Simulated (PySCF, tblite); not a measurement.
# WF6: geometry, vibrations, single-point energies

Aim: compute the geometry, vibrations, single-point energies of WF6 (`[F][W]([F])([F])([F])([F])[F]`).

Computed with tblite 0.8.0 and PySCF 2.14.0 and routines of our own; the level stands in each step. Atoms count from 0.

3 further runs of the same task are left out: 3 for a known fault of the program.

### Step 1. The starting structure

7 atoms, charge 0, multiplicity 1; geometry from: start built from the parent or by distance geometry.

### Step 2. Optimising the geometry with GFN2-xTB

What the job is given:

```
{"job": {"kind": "relax", "xc": "GFN2-xTB", "basis": "xTB"}, "charge": 0, "multiplicity": 1}
W      0.016300    -0.006200    -0.005400
F     -0.027600    -0.000100     1.814200
F      0.034300     0.001300    -1.834300
F      1.834900     0.019800    -0.003700
F     -1.840600    -0.008900    -0.005400
F     -0.016000     1.835600     0.000300
F      0.005400    -1.831700    -0.019900
```

Started as:

```console
> OMP_NUM_THREADS=1 python redox_run.py task.json out
```

One launch serves the whole session: the jobs run in the order shown.

The log of the run:

```text
step      E/eV     max force
  0    -851.91625    0.553
  1    -851.92171    0.281
  2    -851.92486    0.095
  3    -851.92536    0.076
  4    -851.92646    0.051
  5    -851.92663    0.043
  6    -851.92676    0.038
  7    -851.92687    0.039
  8    -851.92694    0.024
  9    -851.92695    0.008
```

It took 0.06 s on 1 thread of Arm Neoverse V1, shared host.

The steps of the relaxation:

```
step  energy from step 0 (eV)  largest force (eV/Å)
   0                   0.0000                0.5532
   1                  -0.0055                0.2808
   2                  -0.0086                0.0950
   3                  -0.0091                0.0763
   4                  -0.0102                0.0512
   5                  -0.0104                0.0431
   6                  -0.0105                0.0383
   7                  -0.0106                0.0387
   8                  -0.0107                0.0239
   9                  -0.0107                0.0081
```

Distances of close pairs at the start and the end, largest changes first:

```
 bond  before (Å)  after (Å)  change (Å)
W0–F4       1.857      1.837      -0.020
W0–F3       1.819      1.837      +0.018
W0–F1       1.820      1.837      +0.017
W0–F6       1.826      1.837      +0.011
W0–F2       1.829      1.837      +0.008
W0–F5       1.842      1.837      -0.005
```

The end geometry stands in the next job.

### Step 3. Vibrational analysis with GFN2-xTB

What the job is given:

```
{"job": {"kind": "ir", "xc": "GFN2-xTB", "basis": "xTB"}, "charge": 0, "multiplicity": 1}
W      0.001046     0.001408    -0.007678
F     -0.011603    -0.005884     1.829673
F      0.020224     0.004949    -1.845039
F      1.837556     0.015698     0.010286
F     -1.836022    -0.009330    -0.021804
F     -0.014782     1.838530    -0.004530
F      0.010238    -1.835562    -0.015062
```

The log of the run:

```text
mode    cm-1     km/mol
  1     100.1      0.00
  2     100.2      0.00
  3     100.3      0.00
  4     221.5    140.72
  5     221.6    140.67
  6     221.6    140.64
  7     265.8      0.01
  8     265.8      0.01
  9     265.9      0.02
 10     406.8      0.01
 11     407.1      0.04
 12     432.2    125.72
 13     432.6    125.72
 14     432.9    125.69
 15     449.0      0.02
ZPE 25.860  H(298)-E 53.857  G(298)-E -58.721 kJ/mol  S 377.59 J/(mol K)
```

Run time: 0.21 s. Hardware: 1 thread of Arm Neoverse V1, shared host.

Which atoms move in the most intense modes:

```
cm⁻¹  km/mol                               atoms
 222   140.7  W0 23 %, F3 18 %, F4 17 %, F1 17 %
 222   140.7  W0 23 %, F5 18 %, F6 18 %, F4 16 %
 222   140.6  W0 23 %, F2 17 %, F1 17 %, F5 16 %
 432   125.7           F2 42 %, F1 42 %, W0 15 %
 433   125.7           F6 42 %, F5 42 %, W0 15 %
 433   125.7           F3 42 %, F4 42 %, W0 15 %
```

### Step 4. Optimising the geometry at PBE0-D3(BJ)/def2-SVP

Settings changed since step 3:

```diff
@@ -1,2 +1,2 @@
-{"job": {"kind": "ir", "xc": "GFN2-xTB", "basis": "xTB"}, "charge": 0, "multiplicity": 1}
+{"job": {"xc": "PBE0", "basis": "def2-SVP", "d3": "d3bj", "grid": 1, "kind": "geom"}, "charge": 0, "multiplicity": 1}
 W      0.001046     0.001408    -0.007678
```

The log of the run:

```text
step   0  E = -665.37832677  max force = 0.001600
step   1  E = -665.37827240  max force = 0.003080
step   2  E = -665.37835113  max force = 0.000189
step   3  E = -665.37835017  max force = 0.000219
optimisation converged
```

It took 32 s on 1 thread of Arm Neoverse V1, shared host; peak memory 0.49 GiB.

The steps of the relaxation: (the energy doesn't fall at every step)

```
step  energy from step 0 (eV)  largest force component (eV/Å)
   0                   0.0000                          0.0823
   1                   0.0015                          0.1584
   2                  -0.0007                          0.0097
   3                  -0.0006                          0.0113
```

Close pairs (by a distance rule), those that changed most:

```
 bond  before (Å)  after (Å)  change (Å)
W0–F3       1.837      1.838      +0.002
W0–F6       1.837      1.839      +0.002
W0–F5       1.837      1.839      +0.001
W0–F4       1.837      1.838      +0.001
W0–F1       1.837      1.839      +0.001
W0–F2       1.837      1.838      +0.001
```

The final coordinates are the input of the step that follows.

```
                         at the end point                value
  point group (found at 0.08 Å tolerance)                   Oh
rotational constants (GHz, main isotopes)  1.968, 1.967, 1.967
                        dipole moment (D)                 0.00
```

### Step 5. Single point (WF₆): PBE0-D3(BJ)/ma-def2-SVP

Geometry: PBE0-D3(BJ)/def2-SVP.

What the job is given:

```
{"job": {"kind": "sp", "xc": "PBE0", "basis": "ma-def2-SVP", "d3": "d3bj", "grid": 2}, "charge": 0, "multiplicity": 1}
W      0.000897     0.001728    -0.007796
F      0.003719    -0.000401     1.830725
F      0.000366     0.002532    -1.846276
F      1.839266     0.000884    -0.008742
F     -1.837556     0.003909    -0.005373
F      0.001302     1.840319    -0.007073
F     -0.001803    -1.836845    -0.009984
```

The log of the run:

```text
coarse grid: 40736 points
cycle   1  E = -664.9389639548  dE = -1.215e+01  |g| = 1.566e+00  |ddm| = 7.945e+00
cycle   2  E = -661.9406272660  dE =  2.998e+00  |g| = 4.440e+00  |ddm| = 4.466e+00
cycle   3  E = -665.3873443502  dE = -3.447e+00  |g| = 2.304e-01  |ddm| = 3.543e+00
cycle   4  E = -665.3953457350  dE = -8.001e-03  |g| = 7.817e-02  |ddm| = 2.828e-01
cycle   5  E = -665.3966724050  dE = -1.327e-03  |g| = 5.434e-03  |ddm| = 8.004e-02
cycle   6  E = -665.3966775691  dE = -5.164e-06  |g| = 1.119e-03  |ddm| = 6.342e-03
final grid: 85216 points
cycle   7  E = -665.3962135899  dE =  6.284e-07  |g| = 2.237e-03  |ddm| = 2.838e-03
cycle   8  E = -665.3962106863  dE =  2.904e-06  |g| = 4.645e-03  |ddm| = 4.619e-03
cycle   9  E = -665.3962144562  dE = -3.770e-06  |g| = 1.753e-04  |ddm| = 3.159e-03
cycle  10  E = -665.3962144615  dE = -5.250e-09  |g| = 4.250e-05  |ddm| = 1.465e-04
converged SCF energy = -665.3962144615
```

Wall time 11 s (1 thread of Arm Neoverse V1, shared host); peak memory 0.56 GiB.

The fields below are evaluated on a grid from the run's orbitals.

Frontier orbitals at PBE0/ma-def2-SVP, with the share of their density that lies nearest to each atom:

```
orbital  energy (eV)                             lies on
   HOMO       -13.05           4 F atoms about 25 % each
   LUMO        -5.07  W0 60 %; 4 F atoms about 10 % each
```

ELF in a plane through or near 5 of the atoms.

Values, 10 rows by 14 columns:
```
0.00 0.00 0.00 0.00 0.00 0.00 0.00 0.00 0.00 0.00 0.00 0.00 0.00 0.00
0.00 0.00 0.00 0.00 0.00 0.00 0.01 0.03 0.01 0.00 0.00 0.00 0.00 0.00
0.00 0.00 0.00 0.00 0.00 0.16 0.65 0.80 0.51 0.12 0.00 0.00 0.00 0.00
0.00 0.00 0.00 0.04 0.02 0.08 0.83 0.37 0.73 0.07 0.00 0.00 0.00 0.00
0.00 0.00 0.21 0.66 0.83 0.50 0.52 0.71 0.14 0.58 0.71 0.33 0.02 0.00
0.00 0.00 0.26 0.76 0.78 0.54 0.82 0.21 0.30 0.77 0.67 0.53 0.08 0.00
0.00 0.00 0.01 0.12 0.06 0.10 0.68 0.68 0.13 0.15 0.40 0.15 0.00 0.00
0.00 0.00 0.00 0.00 0.02 0.46 0.83 0.75 0.51 0.02 0.00 0.00 0.00 0.00
0.00 0.00 0.00 0.00 0.00 0.10 0.36 0.37 0.13 0.00 0.00 0.00 0.00 0.00
0.00 0.00 0.00 0.00 0.00 0.00 0.00 0.00 0.00 0.00 0.00 0.00 0.00 0.00
```
The map spans 8.8 Å across and 8.9 Å up, centred on the molecule. Atoms in the plane (x, y in Å): W0 (0.0, 0.0), F1 (-0.1, -1.8), F2 (0.1, 1.8), F5 (1.8, -0.1), F6 (-1.8, 0.1).

log10 of the density (e/Å³) in the same plane.

Ten even steps from ' ' (-4.0) to '@' (1.9):
```
                                                        
                                                        
                      ..::::::::::..                    
                  ..::--====++====--::..                
                ..::--==********++==--::..              
            ....::--==++##%%%%##**++==--::              
        ..::::----====++##%%@@%%**++==--::::..          
      ..::--==++++++++++**######++++======----::..      
    ..--==++**######****########**********++==--::      
    ..--==++**%%@@%%##**%%####%%****##%%##**++==--..    
    ..--==++**##%%##****%%######**##%%%%%%**++==--..    
      ::--==++**********########****######**++==--..    
      ..::----======++++######**++++++++++==--::..      
          ..::::--==++**%%@@%%##++==------::::..        
              ::--==++**##%%%%##++==--::....            
              ..::--==++********==--::..                
                ..::--====++====--::..                  
                    ..::::::::::..                      
                                                        
                                                        
```
The map spans 8.8 Å across and 8.9 Å up, centred on the molecule. Atoms in the plane (x, y in Å): W0 (0.0, 0.0), F1 (-0.1, -1.8), F2 (0.1, 1.8), F5 (1.8, -0.1), F6 (-1.8, 0.1).

On the surface of density 0.002 e/bohr³ the electrostatic potential runs, from the 1st to the 99th percentile, from -0.29 to 1.64 V.

### Step 6. Single point (WF₆+ (doublet)): PBE0-D3(BJ)/ma-def2-SVP

Geometry: PBE0-D3(BJ)/def2-SVP, that of another charge or spin state.

Settings changed since step 5:

```diff
@@ -1,2 +1,2 @@
-{"job": {"kind": "sp", "xc": "PBE0", "basis": "ma-def2-SVP", "d3": "d3bj", "grid": 2}, "charge": 0, "multiplicity": 1}
+{"job": {"kind": "sp", "xc": "PBE0", "basis": "ma-def2-SVP", "d3": "d3bj", "grid": 2}, "charge": 1, "multiplicity": 2}
 W      0.000897     0.001728    -0.007796
```

The log of the run:

```text
final grid: 85216 points
cycle   1  E = -664.8333359080  dE =  9.181e-06  |g| = 5.058e-03  |ddm| = 5.071e-03
cycle   2  E = -664.8331851130  dE =  1.508e-04  |g| = 2.039e-02  |ddm| = 1.978e-02
cycle   3  E = -664.8333454356  dE = -1.603e-04  |g| = 9.737e-04  |ddm| = 1.597e-02
cycle   4  E = -664.8333457822  dE = -3.466e-07  |g| = 1.426e-04  |ddm| = 7.643e-04
cycle   5  E = -664.8333457899  dE = -7.699e-09  |g| = 3.619e-05  |ddm| = 1.370e-04
converged SCF energy = -664.8333457899
```

Wall time 2.4 min (1 thread of Arm Neoverse V1, shared host); peak memory 0.64 GiB.

### Step 7. Optimising the geometry with GFN2-xTB

This step treats WF₆+ (doublet).

What the job is given:

```
{"job": {"kind": "relax", "xc": "GFN2-xTB", "basis": "xTB"}, "charge": 1, "multiplicity": 2}
W      0.017100    -0.004400    -0.013100
F     -0.007000     0.008300     1.807700
F      0.017800    -0.005100    -1.843100
F      1.836800     0.015500    -0.029300
F     -1.840800     0.000100     0.006000
F     -0.009700     1.838600    -0.015900
F     -0.001400    -1.831000    -0.021000
```

The log of the run:

```text
step      E/eV     max force
  0    -833.16545    0.322
  1    -833.17082    0.260
  2    -833.18081    0.054
  3    -833.18102    0.048
  4    -833.18122    0.051
  5    -833.18155    0.044
  6    -833.18181    0.025
  7    -833.18190    0.017
  8    -833.18192    0.014
  9    -833.18193    0.012
 10    -833.18194    0.007
```

It took 0.07 s on 1 thread of Arm Neoverse V1, shared host.

The steps of the relaxation:

```
step  energy from step 0 (eV)  largest force (eV/Å)
   0                   0.0000                0.3217
   1                  -0.0054                0.2597
   2                  -0.0154                0.0540
   3                  -0.0156                0.0481
   4                  -0.0158                0.0513
   5                  -0.0161                0.0441
   6                  -0.0164                0.0245
   7                  -0.0165                0.0170
   8                  -0.0165                0.0145
   9                  -0.0165                0.0120
  10                  -0.0165                0.0067
```

Distances of close pairs at the start and the end, largest changes first:

```
 bond  before (Å)  after (Å)  change (Å)
W0–F1       1.821      1.851      +0.030
W0–F3       1.820      1.848      +0.028
W0–F6       1.827      1.849      +0.022
W0–F2       1.830      1.851      +0.021
W0–F5       1.843      1.852      +0.009
W0–F4       1.858      1.852      -0.006
```

The final coordinates are the input of the step that follows.

### Step 8. Vibrational analysis with GFN2-xTB

What the job is given:

```
{"job": {"kind": "ir", "xc": "GFN2-xTB", "basis": "xTB"}, "charge": 1, "multiplicity": 2}
W      0.005507     0.000905    -0.015616
F      0.007479     0.003559     1.835412
F      0.002902    -0.000819    -1.866675
F      1.853474     0.013012    -0.015273
F     -1.846885     0.000909    -0.009314
F     -0.010756     1.852534    -0.020611
F      0.001136    -1.848166    -0.016597
```

The log of the run:

```text
mode    cm-1     km/mol
  1      52.4      0.00
  2      52.7      0.00
  3      53.0      0.00
  4      78.2      7.70
  5      78.4      7.67
  6      78.8      7.88
  7     230.3      0.00
  8     230.4      0.00
  9     230.5      0.01
 10     268.2      0.00
 11     268.9      0.02
 12     347.1     11.31
 13     348.0     11.30
 14     348.3     11.20
 15     422.9      0.01
ZPE 18.471  H(298)-E 51.130  G(298)-E -73.902 kJ/mol  S 419.36 J/(mol K)
```

Run time: 0.27 s. Hardware: 1 thread of Arm Neoverse V1, shared host.

The strongest bands and the atoms that carry them (share of the mass-weighted mode):

```
cm⁻¹  km/mol                               atoms
  78     7.7  W0 33 %, F6 17 %, F5 17 %, F3 13 %
  78     7.7  W0 32 %, F2 17 %, F1 17 %, F4 16 %
  79     7.9  W0 32 %, F5 17 %, F6 17 %, F1 13 %
 347    11.3                    F2 43 %, F1 43 %
 348    11.3                    F6 44 %, F5 42 %
 348    11.2                    F3 44 %, F4 41 %
```

### Step 9. Optimising the geometry at PBE0-D3(BJ)/def2-SVP

This step treats WF6+ (doublet).

Settings changed since step 8:

```diff
@@ -1,2 +1,2 @@
-{"job": {"kind": "ir", "xc": "GFN2-xTB", "basis": "xTB"}, "charge": 1, "multiplicity": 2}
+{"job": {"xc": "PBE0", "basis": "def2-SVP", "d3": "d3bj", "grid": 1, "kind": "geom"}, "charge": 1, "multiplicity": 2}
 W      0.005507     0.000905    -0.015616
```

The log of the run:

```text
step   0  E = -664.82142830  max force = 0.010271
step   1  E = -664.83437746  max force = 0.061634
step   2  E = -664.85186012  max force = 0.068975
step   3  E = -664.85965883  max force = 0.019409
step   4  E = -664.85549097  max force = 0.025389
step   5  E = -664.86237393  max force = 0.014669
step   6  E = -664.86253628  max force = 0.007780
step   7  E = -664.86320205  max force = 0.005554
step   8  E = -664.86329118  max force = 0.006353
step   9  E = -664.86346387  max force = 0.003414
step  10  E = -664.86352240  max force = 0.008612
step  11  E = -664.86390395  max force = 0.004018
step  12  E = -664.86427088  max force = 0.005298
step  13  E = -664.86475422  max force = 0.005992
step  14  E = -664.86540387  max force = 0.006795
step  15  E = -664.86637196  max force = 0.005020
step  16  E = -664.86733743  max force = 0.008313
step  17  E = -664.86791947  max force = 0.006410
step  18  E = -664.86848122  max force = 0.003582
step  19  E = -664.86872686  max force = 0.004845
step  20  E = -664.86882491  max force = 0.002980
step  21  E = -664.86887395  max force = 0.001633
step  22  E = -664.86892840  max force = 0.000888
step  23  E = -664.86896807  max force = 0.000524
step  24  E = -664.86897534  max force = 0.000186
optimisation converged
```

Run time: 6.9 min. Hardware: 1 thread of Arm Neoverse V1, shared host; peak memory 0.55 GiB.

The steps of the relaxation: (the energy doesn't fall at every step)

```
step  energy from step 0 (eV)  largest force component (eV/Å)
   0                   0.0000                          0.5282
   1                  -0.3524                          3.1693
   2                  -0.8281                          3.5468
   3                  -1.0403                          0.9981
   4                  -0.9269                          1.3056
   5                  -1.1142                          0.7543
   6                  -1.1186                          0.4001
   7                  -1.1367                          0.2856
   8                  -1.1391                          0.3267
   9                  -1.1438                          0.1756
  10                  -1.1454                          0.4428
  11                  -1.1558                          0.2066
  12                  -1.1658                          0.2724
  13                  -1.1790                          0.3081
  14                  -1.1966                          0.3494
  15                  -1.2230                          0.2581
  16                  -1.2493                          0.4275
  17                  -1.2651                          0.3296
  18                  -1.2804                          0.1842
  19                  -1.2871                          0.2491
  20                  -1.2897                          0.1532
  21                  -1.2911                          0.0840
  22                  -1.2925                          0.0457
  23                  -1.2936                          0.0269
  24                  -1.2938                          0.0096
```

Distances of close pairs at the start and the end, largest changes first:

```
 bond  before (Å)  after (Å)  change (Å)
W0–F4       1.852      2.383      +0.530
W0–F3       1.848      1.776      -0.072
W0–F2       1.851      1.806      -0.045
W0–F1       1.851      1.807      -0.044
W0–F5       1.852      1.809      -0.043
W0–F6       1.849      1.810      -0.040
```

The final coordinates are the input of the step that follows.

```
                         at the end point                value
  point group (found at 0.08 Å tolerance)                  C2v
rotational constants (GHz, main isotopes)  2.161, 1.751, 1.699
                                     ⟨S²⟩                0.752
```

### Step 10. Single point (WF₆): PBE0-D3(BJ)/ma-def2-SVP

Geometry: PBE0-D3(BJ)/def2-SVP, that of another charge or spin state.

What the job is given:

```
{"job": {"kind": "sp", "xc": "PBE0", "basis": "ma-def2-SVP", "d3": "d3bj", "grid": 2}, "charge": 0, "multiplicity": 1}
W      0.299695    -0.045907     0.103315
F     -0.872000     0.011732     1.477798
F      0.467690     0.048687    -1.692243
F      1.919181    -0.299295     0.787148
F     -1.882477     0.317682    -0.781977
F      0.276944     1.763028     0.111503
F     -0.189330    -1.772932    -0.126057
```

The log of the run:

```text
coarse grid: 40736 points
cycle   1  E = -664.7754377266  dE = -1.205e+01  |g| = 1.620e+00  |ddm| = 7.922e+00
cycle   2  E = -650.1130661605  dE =  1.466e+01  |g| = 5.282e+00  |ddm| = 6.269e+00
cycle   3  E = -664.7463194611  dE = -1.463e+01  |g| = 1.731e+00  |ddm| = 5.727e+00
cycle   4  E = -665.2132460135  dE = -4.669e-01  |g| = 5.854e-01  |ddm| = 8.746e-01
cycle   5  E = -665.2844216378  dE = -7.118e-02  |g| = 3.054e-01  |ddm| = 8.816e-01
cycle   6  E = -665.2953120716  dE = -1.089e-02  |g| = 1.754e-01  |ddm| = 3.347e-01
cycle   7  E = -665.3002756156  dE = -4.964e-03  |g| = 7.014e-02  |ddm| = 1.214e-01
cycle   8  E = -665.3012289294  dE = -9.533e-04  |g| = 3.941e-03  |ddm| = 6.769e-02
cycle   9  E = -665.3012274127  dE =  1.517e-06  |g| = 5.049e-03  |ddm| = 9.353e-03
cycle  10  E = -665.3012311851  dE = -3.772e-06  |g| = 2.410e-03  |ddm| = 3.691e-03
final grid: 85216 points
cycle  11  E = -665.3011271666  dE =  4.901e-06  |g| = 5.750e-03  |ddm| = 7.807e-03
cycle  12  E = -665.3010960089  dE =  3.116e-05  |g| = 1.403e-02  |ddm| = 1.740e-02
cycle  13  E = -665.3011332902  dE = -3.728e-05  |g| = 8.561e-04  |ddm| = 1.242e-02
cycle  14  E = -665.3011334227  dE = -1.325e-07  |g| = 6.202e-05  |ddm| = 6.439e-04
cycle  15  E = -665.3011334233  dE = -5.718e-10  |g| = 3.332e-05  |ddm| = 8.876e-05
converged SCF energy = -665.3011334233
```

Wall time 7.4 s (1 thread of Arm Neoverse V1, shared host); peak memory 0.57 GiB.

### Step 11. Single point (WF₆+ (doublet)): PBE0-D3(BJ)/ma-def2-SVP

Geometry: PBE0-D3(BJ)/def2-SVP.

Settings changed since step 10:

```diff
@@ -1,2 +1,2 @@
-{"job": {"kind": "sp", "xc": "PBE0", "basis": "ma-def2-SVP", "d3": "d3bj", "grid": 2}, "charge": 0, "multiplicity": 1}
+{"job": {"kind": "sp", "xc": "PBE0", "basis": "ma-def2-SVP", "d3": "d3bj", "grid": 2}, "charge": 1, "multiplicity": 2}
 W      0.299695    -0.045907     0.103315
```

The log of the run:

```text
final grid: 85216 points
cycle   1  E = -664.8826541093  dE =  1.638e-09  |g| = 8.521e-05  |ddm| = 9.606e-05
converged SCF energy = -664.8826541093
```

Run time: 2 min. Hardware: 1 thread of Arm Neoverse V1, shared host; peak memory 0.64 GiB.

### Step 12. What came out

```
                                 quantity                 value
strongest single infrared mode (GFN2-xTB)  222 cm⁻¹, 141 km/mol
             zero-point energy (GFN2-xTB)          6.2 kcal/mol
                              point group                    Oh
     rotational constants (main isotopes)  1.97, 1.97, 1.97 GHz
    surface potential, 1st and 99th percentile    -0.29 V and 1.64 V
```

**Reading.** No mode is imaginary among the 15: a minimum at this level. GFN2-xTB is a fitted tight-binding method: band positions and strengths are rough. Its intensities can rank the bands wrongly. With PBE0/def2-SVP, its start was all but relaxed already: 3 steps gained 0.6 meV. Steps that list no spin-orbit terms leave them out, which matters at and beside the heavy atoms.
